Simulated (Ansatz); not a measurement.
## ClK (charge -1): a search for lower mean-field states, step by step

Computed with Ansatz's Python interface.

Run as a notebook:

```python
from dataclasses import dataclass

import ansatz
import numpy as np
```

```python
@dataclass(frozen=True)
class RunConfig:
    basis_set: str = 'def2-TZVP'
    functional: str = 'HF'
    charge: int = -1
```

```python
cfg = RunConfig()
```

```python
GEOMETRY = '''
K     0.00000    0.00000    0.00000
Cl    0.00000    0.00000    3.01500
'''
```

```python
system = ansatz.Crystal.molecule()
for line in GEOMETRY.strip().splitlines():
    symbol, *xyz = line.split()
    system = system.atom(symbol, [float(v) for v in xyz])
symbols = [site.symbol for site in system.cartesian_sites]
```

```python
start = np.array([site.position_ang for site in system.cartesian_sites])
for factor in [1.0, 1.3]:
    xyz = (start - start.mean(axis=0)) * factor
    scaled = ansatz.Crystal.molecule()
    for symbol, place in zip(symbols, xyz):
        scaled = scaled.atom(symbol, place.tolist())
    job = (
        scaled.calculation()
        .basis(gaussian=cfg.basis_set)
        .functional(cfg.functional)
        .charge(cfg.charge)
        .spin('collinear', total=1)
    )
    for search in ('off', 'standard'):
        try:
            r = job.scf(lower_state_search=search).run().report
        except ansatz.AnsatzError as error:
            print(f'x{factor} search {search}: {type(error).__name__}')
            continue
        state = r['mean_field']['state']
        print(f'all distances x{factor}, search {search:8s} E = {r["free_energy_ev"]:.5f} eV  <S^2> = {abs(state["spin_squared"]):.3f}  other states met: {len(r["mean_field"]["others"])}')
```

    all distances x1.0, search off      E = -28810.27456 eV  <S^2> = 0.750  other states met: 0
    all distances x1.0, search standard E = -28810.27456 eV  <S^2> = 0.750  other states met: 0
    all distances x1.3, search off      E = -28809.79497 eV  <S^2> = 0.750  other states met: 0
    all distances x1.3, search standard E = -28809.79497 eV  <S^2> = 0.750  other states met: 0

Caveats:
- Total energies depend on the basis set; only differences at equal settings carry meaning.
- The count of other states can hold repeated and symmetry-equivalent ends of the search; scaling all distances is a test, and for more than two atoms no physical path.
- The species is open-shell (spin multiplicity 2).
- The spin state was assumed, and another may lie lower.
- Anions want diffuse functions, which this basis lacks.
- Run time: 2.2 s on 1 thread of Intel(R) Xeon(R) 6975P-C (Granite Rapids) (shared host), peak memory 0.19 GiB.

(Lines on the test bed's own set-up are left out of the output.)
